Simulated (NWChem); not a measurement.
# CH2FI (fluoroiodomethane): levels of theory compared

We compute a comparison of 6 runs (M06-2X/def2-SVP, B3LYP/def2-SVP, M06-L/def2-SVP, revPBE/def2-SVP, wB97X/def2-SVP, MP3/def2-SVP) of CH2FI (fluoroiodomethane). 

The calculation is run with NWChem 7.3.0.

## (1) The system as given

The species is CH2FI (5 atoms), meant as a singlet with charge 0. SMILES: `FCI`. Geometry: relaxed at PBE0-D4/def2-TZVP.

Bond lengths: F1–C2 1.353 Å, C2–I3 2.142 Å, C2–H4 1.088 Å, C2–H5 1.088 Å. Angles: F1–C2–I3 111.0°, F1–C2–H4 109.9°, F1–C2–H5 109.9°, I3–C2–H4 106.6°, I3–C2–H5 106.6°, H4–C2–H5 112.7°.

## (2) Energy and gradient at M06-2X/def2-SVP (core potential) (run 1)

Contents of ch2fi.nw:

```
start ch2fi
memory total 2200 mb

geometry units angstroms noautosym nocenter noautoz
 F        1.196300       0.710900      -0.175500
 C        0.160600      -0.114100       0.103400
 I       -1.632300       0.547900      -0.864200
 H        0.368100      -1.112000      -0.277200
 H       -0.042700      -0.106200       1.172200
end

basis spherical bse
 * library def2-SVP
end

ecp bse
 I library def2-SVP
end

dft
 xc m06-2x
 mult 1
 grid xfine
 convergence energy 1e-08
 maxiter 100
 mulliken
 print low
end

task dft gradient
```

The run is started by

```console
$ nwchem ch2fi.nw > ch2fi.out
```

Output:

```text
[...]
 d= 0,ls=0.0,diis     1   -436.5189462156 -5.56D+02  1.48D-02  5.57D-01     1.9
[...]
 d= 0,ls=0.0,diis     9   -436.5913985730 -2.24D-09  9.13D-07  2.40D-09    14.0
         Total DFT energy =     -436.591398572977
      One electron energy =     -947.955456369159
           Coulomb energy =      430.269379271114
    Exchange-Corr. energy =      -38.719832260816
 Nuclear repulsion energy =      119.814510785885
[...]
      Total Density - Mulliken Population Analysis
     ---------------------------------------------
    Atom       Charge   Shell Charges
 -----------   ------   -------------------------------------------------------
    1 F    9     9.25   1.99  1.12  0.80  3.34  1.98  0.01
    2 C    6     5.91   1.99  0.91  0.25  1.95  0.74  0.07
    3 I   25    25.04   0.22  1.83  1.30  0.62  3.11  2.93  2.62  2.37  9.81  0.23
    4 H    1     0.90   0.75  0.13  0.02
    5 H    1     0.90   0.75  0.13  0.02
[...]
                         DFT ENERGY GRADIENTS
    atom               coordinates                        gradient
                 x          y          z           x          y          z
   1 F       2.260679   1.343406  -0.331647    0.005360   0.003298  -0.000764
   2 C       0.303490  -0.215618   0.195398   -0.009752  -0.007680   0.002556
   3 I      -3.084600   1.035381  -1.633101    0.003384  -0.001528   0.002019
   4 H       0.695608  -2.101375  -0.523832   -0.000364   0.005072   0.001145
   5 H      -0.080691  -0.200689   2.215137    0.001371   0.000839  -0.004956
 Task  times  cpu:       18.9s     wall:       18.9s
 Total times  cpu:       19.0s     wall:       19.0s
```

Run time: 20 s. Hardware: 1 thread of AMD EPYC 9R14 (Zen 4), shared host; peak memory 0.14 GiB.

## (3) Energy and gradient at B3LYP/def2-SVP (core potential) (run 2)

Contents of ch2fi.nw:

```
start ch2fi
memory stack 880 mb heap 220 mb global 1100 mb
charge 0

geometry noautosym nocenter noautoz
F      1.196300     0.710900    -0.175500
C      0.160600    -0.114100     0.103400
I     -1.632300     0.547900    -0.864200
H      0.368100    -1.112000    -0.277200
H     -0.042700    -0.106200     1.172200
end

basis spherical bse
* library def2-SVP
end

ecp bse
I library def2-SVP
end

dft
xc b3lyp
mult 1
grid xfine
convergence energy 1e-08
maxiter 100
mulliken
print medium
end

task dft gradient
```

The run is started by

```console
$ nwchem ch2fi.nw > ch2fi.out
```

Output:

```text
[...]
          Wavefunction type:  closed shell.
          No. of atoms     :     5
          No. of electrons :    42
[...]
          Charge           :     0
          Spin multiplicity:     1
[...]
          AO basis - number of functions:    64
[...]
              XC Information
              --------------
                         B3LYP Method XC Potential
                     Hartree-Fock (Exact) Exchange  0.200
                        Slater Exchange Functional  0.800 local
                    Becke 1988 Exchange Functional  0.720 non-local
              Lee-Yang-Parr Correlation Functional  0.810
                  VWN I RPA Correlation Functional  0.190 local
[...]
 d= 0,ls=0.0,diis     1   -436.7387592840 -5.57D+02  1.93D-02  6.37D-01     1.5
[...]
 d= 0,ls=0.0,diis    10   -436.8197993207 -1.09D-10  1.66D-07  1.44D-10    11.4
         Total DFT energy =     -436.819799320738
      One electron energy =     -948.115477602014
           Coulomb energy =      430.436247372135
    Exchange-Corr. energy =      -38.955079876745
 Nuclear repulsion energy =      119.814510785885
[...]
  wavefunction    = closed shell
                         DFT ENERGY GRADIENTS
    atom               coordinates                        gradient
                 x          y          z           x          y          z
   1 F       2.260679   1.343406  -0.331647   -0.001495  -0.000702   0.000069
   2 C       0.303490  -0.215618   0.195398   -0.010073  -0.004734   0.000421
   3 I      -3.084600   1.035381  -1.633101    0.010373  -0.003210   0.005167
   4 H       0.695608  -2.101375  -0.523832   -0.000580   0.007197   0.001313
   5 H      -0.080691  -0.200689   2.215137    0.001774   0.001449  -0.006970
[...]
```

Wall time 15 s (1 thread of AMD EPYC 9R14 (Zen 4), shared host); peak memory 0.14 GiB.

## (4) Energy and gradient at M06-L/def2-SVP (core potential) (run 3)

Contents of geom.nw:

```
START geom
TITLE "CH2FI M06-L"
memory stack 880 mb heap 220 mb global 1100 mb
charge 0

GEOMETRY noautosym nocenter noautoz
F        1.196300       0.710900      -0.175500
C        0.160600      -0.114100       0.103400
I       -1.632300       0.547900      -0.864200
H        0.368100      -1.112000      -0.277200
H       -0.042700      -0.106200       1.172200
END

BASIS spherical bse
* library def2-SVP
END

ECP bse
I library def2-SVP
END

DFT
xc m06-l
grid xfine
convergence energy 1e-08
iterations 100
mulliken
noprint "final vectors analysis"
END

TASK dft gradient
```

The run is started by

```console
$ nwchem geom.nw > geom.out
```

Output:

```text
[...]
          Wavefunction type:  closed shell.
          No. of atoms     :     5
          No. of electrons :    42
[...]
          Charge           :     0
          Spin multiplicity:     1
[...]
          AO basis - number of functions:    64
[...]
              XC Information
              --------------
                        M06-L Method XC Functional
                         M06-L Exchange Functional  1.000
                       M06-L Correlation Potential  1.000
[...]
 d= 0,ls=0.0,diis     1   -436.7919681190 -5.57D+02  2.14D-02  6.53D-01     1.9
[...]
 d= 0,ls=0.0,diis    12   -436.8730357620 -7.51D-10  9.50D-07  3.82D-09    18.6
         Total DFT energy =     -436.873035761966
      One electron energy =     -947.747351273028
           Coulomb energy =      430.061849256691
    Exchange-Corr. energy =      -39.002044531513
 Nuclear repulsion energy =      119.814510785885
[...]
  wavefunction    = closed shell
                         DFT ENERGY GRADIENTS
    atom               coordinates                        gradient
                 x          y          z           x          y          z
   1 F       2.260679   1.343406  -0.331647    0.000560   0.001637  -0.000972
   2 C       0.303490  -0.215618   0.195398   -0.007884  -0.008386   0.003576
   3 I      -3.084600   1.035381  -1.633101    0.007765  -0.002293   0.003792
   4 H       0.695608  -2.101375  -0.523832   -0.001200   0.006910   0.000245
   5 H      -0.080691  -0.200689   2.215137    0.000758   0.002133  -0.006640
[...]
```

Wall time 24 s (1 thread of AMD EPYC 9R14 (Zen 4), shared host); peak memory 0.13 GiB.

Runs 4 to 5 aren't shown in full; the table further down has their settings and results.

## (5) The energy at MP3/def2-SVP (core potential) (run 6)

Contents of run.py:

```python
from ase import Atoms
from ase.calculators.nwchem import NWChem

atoms = Atoms(['F', 'C', 'I', 'H', 'H'], positions=[
    [1.196300, 0.710900, -0.175500],
    [0.160600, -0.114100, 0.103400],
    [-1.632300, 0.547900, -0.864200],
    [0.368100, -1.112000, -0.277200],
    [-0.042700, -0.106200, 1.172200],
])

calc = NWChem(
    label='calc',
    theory='tce',
    memory='2200 mb',
    basis='def2-SVP',
    basispar='spherical bse',
    scf={'nopen': '0', 'rhf': None, 'thresh': '1e-08', 'maxiter': '80'},
    tce={'scf': None, 'mbpt3': None, 'freeze': 'core 6', 'maxiter': '60'},
    task='energy',
    **{'ecp bse': {'I library': 'def2-SVP'}},
)
atoms.calc = calc

print("Total energy (eV):", round(atoms.get_potential_energy(), 6))
```

The run is started by

```console
$ export ASE_NWCHEM_COMMAND="nwchem PREFIX.nwi > PREFIX.nwo"
$ python run.py
```

Output:

```text
Total energy (eV): -11849.22745
```

The calculator wrote calc.nwi:

```
title "calc"

permanent_dir calc

scratch_dir calc

start calc

geometry units angstrom nocenter noautosym noautoz
  F  1.1962999999999999e+00 7.1089999999999998e-01 -1.7549999999999999e-01
  C  1.6059999999999999e-01 -1.1409999999999999e-01 1.0340000000000001e-01
  I  -1.6323000000000001e+00 5.4790000000000005e-01 -8.6419999999999997e-01
  H  3.6809999999999998e-01 -1.1120000000000001e+00 -2.7720000000000000e-01
  H  -4.2700000000000002e-02 -1.0620000000000000e-01 1.1721999999999999e+00
end

memory 2200 mb

basis spherical bse noprint
   * library def2-SVP
end

scf
  nopen 0
  rhf
  thresh 1e-08
  maxiter 80
end
tce
  scf
  mbpt3
  freeze core 6
  maxiter 60
end
ecp bse
  I library def2-SVP
end

task tce energy
```

calc.nwo:

```text
Northwest Computational Chemistry Package (NWChem) 7.3.0
             --------------------------------------------------------

           Job information
           ---------------

    nwchem branch   = 7.3.0
    use scalapack   = T
    input           = calc.nwi
    prefix          = calc.
    data base       = calc/calc.db
    status          = startup
    nproc           =        1

           Memory information
           ------------------

[... 5 lines left out ...]
    hardfail = no
[... 39 lines left out ...]
            Nuclear Dipole moment (a.u.)
[... 85 lines left out ...]
 2-e energy   =     391.400215
[... 10 lines left out ...]
 Final Fock-matrix accuracy:          1.000E-10
[... 15 lines left out ...]
      One-electron energy =   -947.583180161114
[... 5 lines left out ...]
             Final eigenvalues
[... 359 lines left out ...]
 MBPT(2) total energy / hartree       =      -435.434335804724071
[... 1 line left out ...]
 MBPT(3) iterations
 --------------------------------------------------------
 Iter          Residuum       Correlation     Cpu    Wall
 --------------------------------------------------------
    1   0.1651039786795   0.0000000000000     0.2     0.2
    2   0.0000000000107  -0.0167448290156     0.2     0.2
 --------------------------------------------------------
 Iterations converged
 MBPT(3) correlation energy / hartree =        -0.016744829015611
 MBPT(3) total energy / hartree       =      -435.451080633739707

 Task  times  cpu:       11.5s     wall:       11.5s
 Total times  cpu:       11.5s     wall:       11.5s
```

Wall time 13 s (1 thread of AMD EPYC 9R14 (Zen 4), shared host); peak memory 0.47 GiB.

## (6) Overview of the runs

| run | level | task | integration grid | energy (Eh) | largest force (eV/Å) | wall time |
| --- | --- | --- | --- | --- | --- | --- |
| 1 | M06-2X/def2-SVP (core potential) | gradient | xfine | -436.591399 | 0.652 | 20 s |
| 2 | B3LYP/def2-SVP (core potential) | gradient | xfine | -436.819799 | 0.618 | 15 s |
| 3 | M06-L/def2-SVP (core potential) | gradient | xfine | -436.873036 | 0.620 | 24 s |
| 4 | revPBE/def2-SVP (core potential) | gradient | xfine | -436.722076 | 0.828 | 14 s |
| 5 | wB97X/def2-SVP (core potential) | gradient | xfine | -436.737009 | 0.567 | 34 s |
| 6 | MP3/def2-SVP (core potential) | energy | – | -435.451081 | – | 13 s |

## (7) Results

```
                                          quantity          value
                               run 6: total energy  -435.45108 Eh
        run 6: HOMO energy (Hartree–Fock orbitals)      -10.16 eV
        run 6: LUMO energy (Hartree–Fock orbitals)        2.67 eV
      run 6: HOMO–LUMO gap (Hartree–Fock orbitals)       12.83 eV
run 6: correlation energy (6 core orbitals frozen)     -461.2 mEh
```

What this shows: Over runs 2, 3, 4, 5 the dipole moment (its size) runs from 1.54 D (revPBE/def2-SVP) to 1.66 D (wB97X/def2-SVP). Over runs 2, 4, 5 the HOMO–LUMO gap runs from 4.51 eV (revPBE/def2-SVP) to 11.07 eV (wB97X/def2-SVP). Totals of different functionals can't be ranked against each other. All runs together took 2 min, the longest 34 s.
